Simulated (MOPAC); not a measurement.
**CdSe (Cadmoselite) at PM7: moving one setting at a time**

Aim: start from a run with usual settings and see what each changed setting does to the results.

The COD entry's cell or inner coordinates are ideal or old and differ from later refinements, so a difference from it is no clean test against experiment.

Method: PM7, atoms fixed, no spin polarisation, in MOPAC 23.2.5.

**1. Starting point**

It takes space group P6_3mc (No. 186, hexagonal). Conventional cell: a = 4.341 Å, b = 4.341 Å, c = 7.077 Å, α = 90.00°, β = 90.00°, γ = 120.00°. Cd (site symmetry 3m) has 4 Se at 2.66 Å in its first shell of neighbours. Around Se (site symmetry 3m) lie 4 Cd at 2.66 Å.

Coordinates:

```xyz
4
Lattice="4.3407 0.0000 0.0000 -2.1704 3.7592 0.0000 0.0000 0.0000 7.0767" Properties=species:S:1:pos:R:3 pbc="T T T"
Cd    0.0000    2.5061    0.0320
Cd    2.1704    1.2531    3.5703
Se    0.0000    2.5061    2.6925
Se    2.1704    1.2531    6.2308
```

**2. The reference run**

The gap of PM6 and PM7 is a difference of Hartree-Fock-like orbital energies, with no screening; it often comes out too large, and it hangs on the parameters.

Input file run.mop:

```
PM7 1SCF GRADIENTS AUX(PRECISION=6) THREADS=1
crystal as a cluster of 3x3x2 conventional cells

Cd -0.000000 1 2.506115 1 0.032013 1
Cd 2.170359 1 1.253057 1 3.570345 1
Se -0.000000 1 2.506115 1 2.692503 1
Se 2.170359 1 1.253057 1 6.230836 1
Cd -0.000000 1 2.506115 1 7.108677 1
Cd 2.170359 1 1.253057 1 10.647010 1
Se -0.000000 1 2.506115 1 9.769168 1
Se 2.170359 1 1.253057 1 13.307501 1
Cd -2.170359 1 6.265287 1 0.032013 1
Cd -0.000000 1 5.012230 1 3.570345 1
Se -2.170359 1 6.265287 1 2.692503 1
Se -0.000000 1 5.012230 1 6.230836 1
Cd -2.170359 1 6.265287 1 7.108677 1
Cd -0.000000 1 5.012230 1 10.647010 1
Se -2.170359 1 6.265287 1 9.769168 1
Se -0.000000 1 5.012230 1 13.307501 1
Cd -4.340718 1 10.024460 1 0.032013 1
Cd -2.170359 1 8.771402 1 3.570345 1
Se -4.340718 1 10.024460 1 2.692503 1
Se -2.170359 1 8.771402 1 6.230836 1
Cd -4.340718 1 10.024460 1 7.108677 1
Cd -2.170359 1 8.771402 1 10.647010 1
Se -4.340718 1 10.024460 1 9.769168 1
Se -2.170359 1 8.771402 1 13.307501 1
Cd 4.340718 1 2.506115 1 0.032013 1
Cd 6.511078 1 1.253057 1 3.570345 1
Se 4.340718 1 2.506115 1 2.692503 1
Se 6.511078 1 1.253057 1 6.230836 1
Cd 4.340718 1 2.506115 1 7.108677 1
Cd 6.511078 1 1.253057 1 10.647010 1
Se 4.340718 1 2.506115 1 9.769168 1
Se 6.511078 1 1.253057 1 13.307501 1
Cd 2.170359 1 6.265287 1 0.032013 1
Cd 4.340718 1 5.012230 1 3.570345 1
Se 2.170359 1 6.265287 1 2.692503 1
Se 4.340718 1 5.012230 1 6.230836 1
Cd 2.170359 1 6.265287 1 7.108677 1
Cd 4.340718 1 5.012230 1 10.647010 1
Se 2.170359 1 6.265287 1 9.769168 1
Se 4.340718 1 5.012230 1 13.307501 1
Cd -0.000000 1 10.024460 1 0.032013 1
Cd 2.170359 1 8.771402 1 3.570345 1
Se -0.000000 1 10.024460 1 2.692503 1
Se 2.170359 1 8.771402 1 6.230836 1
Cd -0.000000 1 10.024460 1 7.108677 1
Cd 2.170359 1 8.771402 1 10.647010 1
Se -0.000000 1 10.024460 1 9.769168 1
Se 2.170359 1 8.771402 1 13.307501 1
Cd 8.681437 1 2.506115 1 0.032013 1
Cd 10.851796 1 1.253057 1 3.570345 1
Se 8.681437 1 2.506115 1 2.692503 1
Se 10.851796 1 1.253057 1 6.230836 1
Cd 8.681437 1 2.506115 1 7.108677 1
Cd 10.851796 1 1.253057 1 10.647010 1
Se 8.681437 1 2.506115 1 9.769168 1
Se 10.851796 1 1.253057 1 13.307501 1
Cd 6.511078 1 6.265287 1 0.032013 1
Cd 8.681437 1 5.012230 1 3.570345 1
Se 6.511078 1 6.265287 1 2.692503 1
Se 8.681437 1 5.012230 1 6.230836 1
Cd 6.511078 1 6.265287 1 7.108677 1
Cd 8.681437 1 5.012230 1 10.647010 1
Se 6.511078 1 6.265287 1 9.769168 1
Se 8.681437 1 5.012230 1 13.307501 1
Cd 4.340718 1 10.024460 1 0.032013 1
Cd 6.511078 1 8.771402 1 3.570345 1
Se 4.340718 1 10.024460 1 2.692503 1
Se 6.511078 1 8.771402 1 6.230836 1
Cd 4.340718 1 10.024460 1 7.108677 1
Cd 6.511078 1 8.771402 1 10.647010 1
Se 4.340718 1 10.024460 1 9.769168 1
Se 6.511078 1 8.771402 1 13.307501 1
Tv 13.022155 1 0.000000 1 0.000000 1
Tv -6.511078 1 11.277517 1 0.000000 1
Tv 0.000000 1 0.000000 1 14.153330 1
```

Started as:

```
$ mopac run.mop
```

Log (excerpt; [...] marks lines left out):

```text
[...]
           Empirical Formula: Cd36 Se36  =    72 atoms
[...]
     SCF FIELD WAS ACHIEVED
[...]
                                                       MOPAC v23.2.5 Linux
          FINAL HEAT OF FORMATION =      -1803.11942 KCAL/MOL =   -7544.25164 KJ/MOL
          H.o.F. per unit cell    =        -50.08665 KCAL, for 36 unit cells, unit cell = Cd1 Se1
          GRADIENT NORM           =        452.02702          =       53.27190 PER ATOM
          IONIZATION POTENTIAL    =          8.979136 EV
          HOMO LUMO ENERGIES (EV) =         -8.979 -4.606
          NO. OF FILLED LEVELS    =        144
          MOLECULAR WEIGHT        =       6889.3200         POINT GROUP:  Cs
          VOLUME OF UNIT CELL     =       2078.524 CUBIC ANGSTROMS
          DENSITY                 =          5.504 GRAMS/CC
                              A   =         13.022 ANGSTROMS
                              B   =         13.022 ANGSTROMS
                              C   =         14.153 ANGSTROMS
[...]
                             CARTESIAN COORDINATES
   1   Cd       -0.000000000     2.506115000     0.032013000
   2   Cd        2.170359000     1.253057000     3.570345000
   3   Se       -0.000000000     2.506115000     2.692503000
   4   Se        2.170359000     1.253057000     6.230836000
   5   Cd       -0.000000000     2.506115000     7.108677000
   6   Cd        2.170359000     1.253057000    10.647010000
   7   Se       -0.000000000     2.506115000     9.769168000
   8   Se        2.170359000     1.253057000    13.307501000
   9   Cd       -2.170359000     6.265287000     0.032013000
  10   Cd       -0.000000000     5.012230000     3.570345000
  11   Se       -2.170359000     6.265287000     2.692503000
  12   Se       -0.000000000     5.012230000     6.230836000
  13   Cd       -2.170359000     6.265287000     7.108677000
[...]
              NET ATOMIC CHARGES AND DIPOLE CONTRIBUTIONS
  ATOM NO.   TYPE          CHARGE      No. of ELECS.   s-Pop       p-Pop
    1         Cd           0.324487        1.6755     0.70214     0.97338
    2         Cd           0.324488        1.6755     0.70213     0.97338
    3         Se          -0.324486        6.3245     1.84822     4.47627
    4         Se          -0.324487        6.3245     1.84822     4.47627
    5         Cd           0.324487        1.6755     0.70214     0.97338
    6         Cd           0.324488        1.6755     0.70213     0.97338
    7         Se          -0.324486        6.3245     1.84822     4.47627
    8         Se          -0.324488        6.3245     1.84822     4.47627
    9         Cd           0.324485        1.6755     0.70214     0.97338
   10         Cd           0.324485        1.6755     0.70214     0.97338
   11         Se          -0.324483        6.3245     1.84822     4.47626
   12         Se          -0.324483        6.3245     1.84822     4.47626
[...]
 * JOB ENDED NORMALLY *
[...]
```

Wall time 2.5 s (1 thread of Arm Neoverse V2, shared host); peak memory 0.025 GiB.

Gap 4.37 eV. The 72 atoms of the cluster fold only a few k-points onto the zone centre, so gap and energy may not be converged in the cluster's size.

**3. Change: method = RM1**

run.mop, as its differences from that of step 2:

```diff
@@ -1,2 +1,2 @@
-PM7 1SCF GRADIENTS AUX(PRECISION=6) THREADS=1
+RM1 1SCF GRADIENTS AUX(PRECISION=6) THREADS=1
 crystal as a cluster of 3x3x2 conventional cells
```

Started as:

```
$ mopac run.mop
```

Log:

```text
[... start of the log left out ...]
    64        Se          8.6814      5.0122     13.3075
    65        Cd          4.3407     10.0245      0.0320
    66        Cd          6.5111      8.7714      3.5703
    67        Se          4.3407     10.0245      2.6925
    68        Se          6.5111      8.7714      6.2308
    69        Cd          4.3407     10.0245      7.1087
    70        Cd          6.5111      8.7714     10.6470
    71        Se          4.3407     10.0245      9.7692
    72        Se          6.5111      8.7714     13.3075

 DATA ARE NOT AVAILABLE FOR ELEMENT NO. 34
 DATA ARE NOT AVAILABLE FOR ELEMENT NO. 48

          SOME ELEMENTS HAVE BEEN SPECIFIED FOR WHICH
          NO PARAMETERS ARE AVAILABLE.  CALCULATION STOPPED.

          Parameters for some elements are missing

           Empirical Formula: Cd36 Se36  =    72 atoms

 ******************************************************************************
 *                                                                            *
 *     Error and normal termination messages reported in this calculation     *
 *                                                                            *
 * Parameters for some elements are missing                                   *
 * JOB ENDED NORMALLY                                                         *
 *                                                                            *
 ******************************************************************************

 TOTAL JOB TIME:             0.00 SECONDS

 == MOPAC DONE ==
```

It took 0.04 s on 1 thread of Arm Neoverse V2, shared host; peak memory 0.014 GiB.

The program refused the job: «Parameters for some elements are missing».

**4. Change: method = MNDO**

run.mop, as its differences from that of step 3:

```diff
@@ -1,2 +1,2 @@
-RM1 1SCF GRADIENTS AUX(PRECISION=6) THREADS=1
+MNDO 1SCF GRADIENTS AUX(PRECISION=6) THREADS=1
 crystal as a cluster of 3x3x2 conventional cells
```

Started as:

```
$ mopac run.mop
```

Log:

```text
[... start of the log left out ...]
    64        Se          8.6814      5.0122     13.3075
    65        Cd          4.3407     10.0245      0.0320
    66        Cd          6.5111      8.7714      3.5703
    67        Se          4.3407     10.0245      2.6925
    68        Se          6.5111      8.7714      6.2308
    69        Cd          4.3407     10.0245      7.1087
    70        Cd          6.5111      8.7714     10.6470
    71        Se          4.3407     10.0245      9.7692
    72        Se          6.5111      8.7714     13.3075

 Se: (MNDO): J. J. P. STEWART, J. MOL. MOD., 10, 155-164 (2004)
 DATA ARE NOT AVAILABLE FOR ELEMENT NO. 48

          SOME ELEMENTS HAVE BEEN SPECIFIED FOR WHICH
          NO PARAMETERS ARE AVAILABLE.  CALCULATION STOPPED.

          Parameters for some elements are missing

           Empirical Formula: Cd36 Se36  =    72 atoms

 ******************************************************************************
 *                                                                            *
 *     Error and normal termination messages reported in this calculation     *
 *                                                                            *
 * Parameters for some elements are missing                                   *
 * JOB ENDED NORMALLY                                                         *
 *                                                                            *
 ******************************************************************************

 TOTAL JOB TIME:             0.01 SECONDS

 == MOPAC DONE ==
```

Run time: 0.04 s. Hardware: 1 thread of Arm Neoverse V2, shared host; peak memory 0.014 GiB.

The program refused the job: «Parameters for some elements are missing».

**5. Change: CUTOFP = 40**

run.mop, as its differences from that of step 4:

```diff
@@ -1,2 +1,2 @@
-MNDO 1SCF GRADIENTS AUX(PRECISION=6) THREADS=1
+PM7 1SCF CUTOFP=40 GRADIENTS AUX(PRECISION=6) THREADS=1
 crystal as a cluster of 3x3x2 conventional cells
```

Started as:

```
$ mopac run.mop
```

Log (excerpt; [...] marks lines left out):

```text
[...]
           Empirical Formula: Cd36 Se36  =    72 atoms
[...]
     SCF FIELD WAS ACHIEVED
[...]
                                                       MOPAC v23.2.5 Linux
          FINAL HEAT OF FORMATION =      -1802.97534 KCAL/MOL =   -7543.64882 KJ/MOL
          H.o.F. per unit cell    =        -50.08265 KCAL, for 36 unit cells, unit cell = Cd1 Se1
          GRADIENT NORM           =        451.20110          =       53.17456 PER ATOM
          IONIZATION POTENTIAL    =          8.978231 EV
          HOMO LUMO ENERGIES (EV) =         -8.978 -4.606
          NO. OF FILLED LEVELS    =        144
          MOLECULAR WEIGHT        =       6889.3200         POINT GROUP:  Cs
          VOLUME OF UNIT CELL     =       2078.524 CUBIC ANGSTROMS
          DENSITY                 =          5.504 GRAMS/CC
                              A   =         13.022 ANGSTROMS
                              B   =         13.022 ANGSTROMS
                              C   =         14.153 ANGSTROMS
[...]
              NET ATOMIC CHARGES AND DIPOLE CONTRIBUTIONS
  ATOM NO.   TYPE          CHARGE      No. of ELECS.   s-Pop       p-Pop
    1         Cd           0.324333        1.6757     0.70223     0.97344
    2         Cd           0.324335        1.6757     0.70223     0.97344
    3         Se          -0.324332        6.3243     1.84821     4.47612
    4         Se          -0.324334        6.3243     1.84821     4.47613
    5         Cd           0.324333        1.6757     0.70223     0.97344
    6         Cd           0.324335        1.6757     0.70223     0.97344
    7         Se          -0.324333        6.3243     1.84821     4.47612
    8         Se          -0.324335        6.3243     1.84821     4.47613
    9         Cd           0.324332        1.6757     0.70223     0.97344
   10         Cd           0.324332        1.6757     0.70223     0.97344
   11         Se          -0.324330        6.3243     1.84821     4.47612
   12         Se          -0.324330        6.3243     1.84821     4.47612
[...]
 * JOB ENDED NORMALLY *
[...]
```

Run time: 2.9 s. Hardware: 1 thread of Arm Neoverse V2, shared host; peak memory 0.028 GiB.

Against the reference run the gap moves by 0.00 eV and the energy by +0.1 meV/atom.

**6. Change: method = MNDOD**

run.mop, as its differences from that of step 5:

```diff
@@ -1,2 +1,2 @@
-PM7 1SCF CUTOFP=40 GRADIENTS AUX(PRECISION=6) THREADS=1
+MNDOD 1SCF GRADIENTS AUX(PRECISION=6) THREADS=1
 crystal as a cluster of 3x3x2 conventional cells
```

Started as:

```
$ mopac run.mop
```

Log:

```text
[... start of the log left out ...]
    64        Se          8.6814      5.0122     13.3075
    65        Cd          4.3407     10.0245      0.0320
    66        Cd          6.5111      8.7714      3.5703
    67        Se          4.3407     10.0245      2.6925
    68        Se          6.5111      8.7714      6.2308
    69        Cd          4.3407     10.0245      7.1087
    70        Cd          6.5111      8.7714     10.6470
    71        Se          4.3407     10.0245      9.7692
    72        Se          6.5111      8.7714     13.3075

 DATA ARE NOT AVAILABLE FOR ELEMENT NO. 34
 Cd: (MNDO/d): W.THIEL AND A.A.VOITYUK, J. PHYS. CHEM., 100, 616 (1996)

          SOME ELEMENTS HAVE BEEN SPECIFIED FOR WHICH
          NO PARAMETERS ARE AVAILABLE.  CALCULATION STOPPED.

          Parameters for some elements are missing

           Empirical Formula: Cd36 Se36  =    72 atoms

 ******************************************************************************
 *                                                                            *
 *     Error and normal termination messages reported in this calculation     *
 *                                                                            *
 * Parameters for some elements are missing                                   *
 * JOB ENDED NORMALLY                                                         *
 *                                                                            *
 ******************************************************************************

 TOTAL JOB TIME:             0.00 SECONDS

 == MOPAC DONE ==
```

It took 0.04 s on 1 thread of Arm Neoverse V2, shared host; peak memory 0.014 GiB.

The program refused the job: «Parameters for some elements are missing».

**7. Change: SCFCRT = 1e-2**

run.mop, as its differences from that of step 6:

```diff
@@ -1,2 +1,2 @@
-MNDOD 1SCF GRADIENTS AUX(PRECISION=6) THREADS=1
+PM7 1SCF SCFCRT=1.D-2 GRADIENTS AUX(PRECISION=6) THREADS=1
 crystal as a cluster of 3x3x2 conventional cells
```

Started as:

```
$ mopac run.mop
```

Log (excerpt; [...] marks lines left out):

```text
[...]
           Empirical Formula: Cd36 Se36  =    72 atoms
[...]
     SCF FIELD WAS ACHIEVED
[...]
                                                       MOPAC v23.2.5 Linux
          FINAL HEAT OF FORMATION =      -1802.91303 KCAL/MOL =   -7543.38810 KJ/MOL
          H.o.F. per unit cell    =        -50.08092 KCAL, for 36 unit cells, unit cell = Cd1 Se1
          GRADIENT NORM           =        451.80281          =       53.24547 PER ATOM
          IONIZATION POTENTIAL    =          8.993629 EV
          HOMO LUMO ENERGIES (EV) =         -8.994 -4.603
          NO. OF FILLED LEVELS    =        144
          MOLECULAR WEIGHT        =       6889.3200         POINT GROUP:  Cs
          VOLUME OF UNIT CELL     =       2078.524 CUBIC ANGSTROMS
          DENSITY                 =          5.504 GRAMS/CC
                              A   =         13.022 ANGSTROMS
                              B   =         13.022 ANGSTROMS
                              C   =         14.153 ANGSTROMS
[...]
              NET ATOMIC CHARGES AND DIPOLE CONTRIBUTIONS
  ATOM NO.   TYPE          CHARGE      No. of ELECS.   s-Pop       p-Pop
    1         Cd           0.328400        1.6716     0.69609     0.97551
    2         Cd           0.328401        1.6716     0.69609     0.97551
    3         Se          -0.328399        6.3284     1.84818     4.48022
    4         Se          -0.328401        6.3284     1.84818     4.48022
    5         Cd           0.328400        1.6716     0.69609     0.97551
    6         Cd           0.328401        1.6716     0.69609     0.97551
    7         Se          -0.328399        6.3284     1.84818     4.48022
    8         Se          -0.328401        6.3284     1.84818     4.48022
    9         Cd           0.328398        1.6716     0.69609     0.97551
   10         Cd           0.328398        1.6716     0.69609     0.97551
   11         Se          -0.328396        6.3284     1.84818     4.48022
   12         Se          -0.328396        6.3284     1.84818     4.48022
[...]
 * JOB ENDED NORMALLY *
[...]
```

It took 2.1 s on 1 thread of Arm Neoverse V2, shared host; peak memory 0.025 GiB.

Against the reference run the gap moves by +0.02 eV and the energy by +0.1 meV/atom.

**8. Change: cluster = 1x1x1**

Input file run.mop:

```
PM7 1SCF GRADIENTS AUX(PRECISION=6) THREADS=1
crystal as a cluster of 1x1x1 conventional cells

Cd -0.000000 1 2.506115 1 0.032013 1
Cd 2.170359 1 1.253057 1 3.570345 1
Se -0.000000 1 2.506115 1 2.692503 1
Se 2.170359 1 1.253057 1 6.230836 1
Tv 4.340718 1 0.000000 1 0.000000 1
Tv -2.170359 1 3.759172 1 0.000000 1
Tv 0.000000 1 0.000000 1 7.076665 1
```

Started as:

```
$ mopac run.mop
```

Log:

```text
[... start of the log left out ...]
     2        Cd          2.1704      1.2531      3.5703
     3        Se         -0.0000      2.5061      2.6925
     4        Se          2.1704      1.2531      6.2308

 General Reference for PM7:
 "Optimization of Parameters for Semiempirical Methods VI: More Modifications to the
 NDDO Approximations and Re-optimization of Parameters", J. J. P. Stewart, J. Mol. Mod., 1:32, 19 (2013)

           Empirical Formula: Cd2 Se2  =     4 atoms

          Translation vector length 1:    4.341 Angstroms
          Translation vector length 2:    4.341 Angstroms
          Translation vector length 3:    7.077 Angstroms

          Distance between faces 2 and 3 is unreasonably small: 3.759 Angstroms, min: 4.000
          Distance between faces 1 and 3 is unreasonably small: 3.759 Angstroms, min: 4.000

          One or more translation vectors are unreasonably small
          To over-ride this safety check, add keyword 'GEO-OK'

 ******************************************************************************
 *                                                                            *
 *     Error and normal termination messages reported in this calculation     *
 *                                                                            *
 * One or more translation vectors are unreasonably small                     *
 * JOB ENDED NORMALLY                                                         *
 *                                                                            *
 ******************************************************************************

 TOTAL JOB TIME:             0.00 SECONDS

 == MOPAC DONE ==
```

Run time: 0.04 s. Hardware: 1 thread of Arm Neoverse V2, shared host; peak memory 0.013 GiB.

The program refused the job.

**9. What moved**

| change | ends | gap (eV) | energy (meV/atom) | pressure (GPa) | time |
| --- | --- | --- | --- | --- | --- |
| none | converged | 4.37 | 0 | – | 2.5 s |
| method = RM1 | refused | – | – | – | 0.04 s |
| method = MNDO | refused | – | – | – | 0.04 s |
| CUTOFP = 40 | converged | 0.00 | +0.1 | – | 2.9 s |
| method = MNDOD | refused | – | – | – | 0.04 s |
| SCFCRT = 1e-2 | converged | +0.02 | +0.1 | – | 2.1 s |
| cluster = 1x1x1 | refused | – | – | – | 0.04 s |

The first row holds values, the others changes from it. Keys are the program's: temperature in eV (tblite) or K (CP2K), cutoffs in Ry, CUTOFP in Å. The numerical settings tried leave the energy within 0.5 meV/atom. 4 of the 6 changes gave no result. The runs test settings. The reference's gap and pressure are those of this cheap level and cell, not checked here against a higher level, and such methods can miss a gap or a metal outright.
